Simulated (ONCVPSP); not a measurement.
# An ONCV potential for Ni, from input to tests

Task: generate the file, and judge it by its errors in other configurations, its logarithmic derivatives, its ghosts and its cutoff.

Method: ONCVPSP 4.0.1.1 (patched build), PBEsol, scalar-relativistic.

**1. Settings**

The settings as typed:

| Property | Result |
| --- | --- |
| element | nickel (Ni, Z = 28) |
| type | optimised norm-conserving Vanderbilt (ONCV) |
| frozen core | [Ar] |
| valence charge | 10 |
| reference configuration | 3d8 4s2 |
| partial waves | 4s: rc 2.45 bohr, ncon 5, nbas 8, qcut 2.4 1/bohr, 2 projectors, debl 0.5 Ha; p scattering state at 0.35 Ha: rc 2.35 bohr, ncon 4, nbas 7, qcut 4.1 1/bohr, 3 projectors, debl 2.5 Ha; 3d: rc 1.20 bohr, ncon 4, nbas 9, qcut 15.3 1/bohr, local |
| local potential | the d channel |
| core correction | Teter function, fcfact 4.75, rcfact 1.2 |

The outer shells as boxes (Hund's rule for the drawing; the calculation is spin-unpolarised):

```
[Ar] core
3d [↑↓][↑↓][↑↓][↑ ][↑ ]
4s [↑↓]
```

An earlier all-electron run gives the scale for the radii.

All-electron outer shells of the reference configuration (PBEsol, scalar-relativistic, ld1.x):

| shell | level (eV) | outermost node (bohr) | outermost maximum (bohr) |
| --- | --- | --- | --- |
| 3p | -71.25 | 0.27 | 0.65 |
| 3d | -8.90 | – | 0.63 |
| 4s | -5.66 | 0.92 | 2.24 |
| 4p | -1.19 | 1.00 | 3.14 |

**2. Generation**

File Ni.dat:

```
# ATOM AND REFERENCE CONFIGURATION
# atsym  z   nc   nv     iexc    psfile
  Ni 28.00    5    2  -116133      upf
#
#   n    l    f
    1    0    2.00
    2    0    2.00
    2    1    6.00
    3    0    2.00
    3    1    6.00
    3    2    8.00
    4    0    2.00
#
# PSEUDOPOTENTIAL AND OPTIMIZATION
# lmax
    2
#
#   l,   rc,      ep,       ncon, nbas, qcut
    0    2.45    0.00    5    8    2.40
    1    2.35    0.35    4    7    4.10
    2    1.20    0.00    4    9   15.30
#
# LOCAL POTENTIAL
# lloc, lpopt,  rc(5),   dvloc0
    2    5    1.20    0.00
#
# VANDERBILT-KLEINMAN-BYLANDER PROJECTORs
# l, nproj, debl
    0    2    0.50
    1    3    2.50
    2    0    2.30
#
# MODEL CORE CHARGE
# icmod, fcfact, rcfact
    3    4.75    1.20
#
# LOG DERIVATIVE ANALYSIS
# epsh1, epsh2, depsh
   -2.00    5.00    0.02
#
# OUTPUT GRID
# rlmax, drl
    6.00    0.01
#
# TEST CONFIGURATIONS
# ncnf
    4
# nvcnf
#   n    l    f
    2
    3    2    8.00
    4    0    1.00
#
    2
    3    2    8.00
    4    0    0.00
#
    2
    3    2    7.00
    4    0    0.00
#
    2
    3    2    8.50
    4    0    1.50
#
```

Launch:

```console
oncvpsp.x < Ni.dat > Ni.out
```

Before running it: what results should come out? Wanted: cutoffs for 1 and 0.1 mHa per electron, occupied waves; bound ghosts; GHOST(+) flags; largest test error; largest phase difference near zero energy, channels read; rms error of d²Exc/dn², without and with the model core; projector energies reset by the program.

As calculated:

```
                                                quantity                      value
  cutoffs for 1 and 0.1 mHa per electron, occupied waves            79 Ha and 90 Ha
                                            bound ghosts            s at -279.46 eV
                                          GHOST(+) flags                 p at 51 eV
                            largest test error (AE − PS)       -58 meV, for 3d7 4s0
largest phase difference near zero energy, channels read                  0.007 rad
 rms error of d²Exc/dn², without and with the model core         10.03 and 5.08 mHa
                 projector energies reset by the program  p: 0.050, 2.550, 5.050 Ha
```

What this shows: It has a bound ghost (s), a state that the atom doesn't have, and that rules the file out. By total energies transferability is fair: the largest error is 58 meV on 64.0 eV, for 3d7 4s0. That test lies far up in energy; among those under 40 eV, nearer to bonding, the largest error is 27 meV. It counts as very hard, with 79 Ha needed at the looser tolerance. At the looser tolerance the 3d wave is the slowest; 4s needs 16 Ha. Near zero energy the phases of the channels with partial waves agree within 0.007 rad. The program also flags highly localised states, GHOST(+) (p). All of this concerns the isolated atom, not yet a solid.
